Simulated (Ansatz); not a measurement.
The system is Ta4O.

```
Ta O
1.0
     3.25750    0.00000    0.00000
     0.00000    3.25750    0.00000
     0.00000    0.00000    7.40934
Ta O
4 1
Direct
  0.00000 0.00000 0.00000
  0.50000 0.50000 0.21684
  0.50000 0.50000 0.78316
  0.00000 0.00000 0.50000
  0.50000 0.50000 0.50000
```

The cell comes from a database or a generator and needn't be the stable form of this composition.

Base run:

```yaml
Program: Ansatz 0.2.0
Functional: PBEsol
Potentials_or_basis: Ansatz PAW
Cutoff: "420 eV (not typed: the program's choice for these potentials)"
k_mesh: 8 × 8 × 4
Occupations: fermi-dirac, width 0.05 eV
Spin: no spin polarisation
```

Its results: band gap on the k mesh none (metal or under the smearing width); pressure -8.1 GPa; largest force 0.023 eV/Å.

Question: The run is repeated on the same cell with these changes: functional from PBEsol to PBE. What comes out?

Answer: Band gap on the k mesh none (metal or under the smearing width); pressure -0.7 GPa; largest force 0.018 eV/Å.

PBE binds less tightly than PBEsol, so the same cell stands under more pressure.

Caveats: the PAW data sets come from PBE, with cores solved anew for the run's functional, which leaves a small shift of forces and pressure (some runs); the density of states is complete only up to the lowest level of the last band computed (some runs); spin-orbit coupling is left out, which moves the levels of the heavy elements (some runs).
